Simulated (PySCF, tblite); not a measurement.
# C4H3FN2Si: geometry, infrared bands and NMR shifts

Wanted: the infrared bands and NMR shifts of C4H3FN2Si (`N#C/C=C(\C#N)[SiH2]F`), by calculation.

Programs: tblite 0.8.0 and PySCF 2.14.0, with density-fitted response routines of our own. Each step states its level of theory. These are calculated values for one molecule in the gas phase, unless marked as measured. Atoms count from 0, in the outputs and in this text.

**1. The starting structure**

11 atoms, charge 0, multiplicity 1; geometry from: force field or distance geometry start.

Bonds of the start (Å): N0–C1 1.17, C1–C2 1.41, C2–C3 1.36, C3–C4 1.41, C4–N5 1.16, C3–Si6 1.83, Si6–F7 1.61, C2–H8 1.09, Si6–H9 1.48, Si6–H10 1.48.

**2. Geometry optimisation with GFN2-xTB**

What the job is given:

```
{"job": {"kind": "relax", "xc": "GFN2-xTB", "basis": "xTB"}, "charge": 0, "multiplicity": 1}
N      3.475300    -0.709600    -0.006700
C      2.308500    -0.756300     0.079600
C      0.907800    -0.849800     0.215700
C      0.058000     0.175000    -0.068800
C      0.481900     1.445300    -0.496800
N      0.809900     2.495700    -0.870000
Si    -1.762800     0.079300     0.088400
F     -2.107600    -1.402700     0.601800
H      0.524600    -1.811100     0.551400
H     -2.423700     0.292800    -1.215200
H     -2.266500     1.044100     1.094500
```

Started as:

```
$ OMP_NUM_THREADS=1 python probes_run.py task.json out
```

One launch serves the whole session: the jobs run in the order shown.

**Question.** This job is followed by: GFN2-xTB harmonic vibrations, gas phase; GIAO PBE0/pcSseg-1 NMR shielding, non-relativistic, gas phase. What will the session give for the following? strongest single infrared mode (GFN2-xTB); zero-point energy (GFN2-xTB); 13C shifts against TMS (PBE0/pcSseg-1); 1H shifts against TMS (PBE0/pcSseg-1, means over atoms taken as alike); 15N shifts against NH3 (PBE0/pcSseg-1); 29Si shifts against TMS (PBE0/pcSseg-1); 19F shifts against CFCl3 (PBE0/pcSseg-1); surface potential, 1st and 99th percentile.

The runs gave:

| quantity | value |
| --- | --- |
| strongest single infrared mode (GFN2-xTB) | 2373 cm⁻¹, 328 km/mol |
| zero-point energy (GFN2-xTB) | 36.3 kcal/mol |
| 13C shifts against TMS (PBE0/pcSseg-1) | 136.9, 135.6, 119.5, 118.6 ppm |
| 1H shifts against TMS (PBE0/pcSseg-1, means over atoms taken as alike) | 6.51, 5.36 ppm |
| 15N shifts against NH3 (PBE0/pcSseg-1) | 352.1, 349.6 ppm |
| 29Si shifts against TMS (PBE0/pcSseg-1) | -9.0 ppm |
| 19F shifts against CFCl3 (PBE0/pcSseg-1) | -228.3 ppm |
| surface potential, 1st and 99th percentile | -1.47 V and 2.29 V |

In words: Relaxing lowered the energy by 0.157 eV in 34 steps; the close pair that moved most is C3–Si6, from 1.830 to 1.898 Å. All 27 modes are real, so the xTB geometry is a minimum. The strongest single mode, at 2373 cm⁻¹, moves mainly H10 and H9. GFN2-xTB is a fitted tight-binding method: band positions and strengths are rough. Its intensities can rank the bands wrongly. H8 (hydrogen on an alkene CH) lies farthest downfield among hydrogen, at 6.51 ppm; olefinic region. At PBE0/pcSseg-1, counted by nearest atom on the grid, the HOMO lies on C2, C3 about 21 % each; N0, N5 about 19 % each, the LUMO on C2, C3 about 25 % each; N0, N5 about 13 % each.
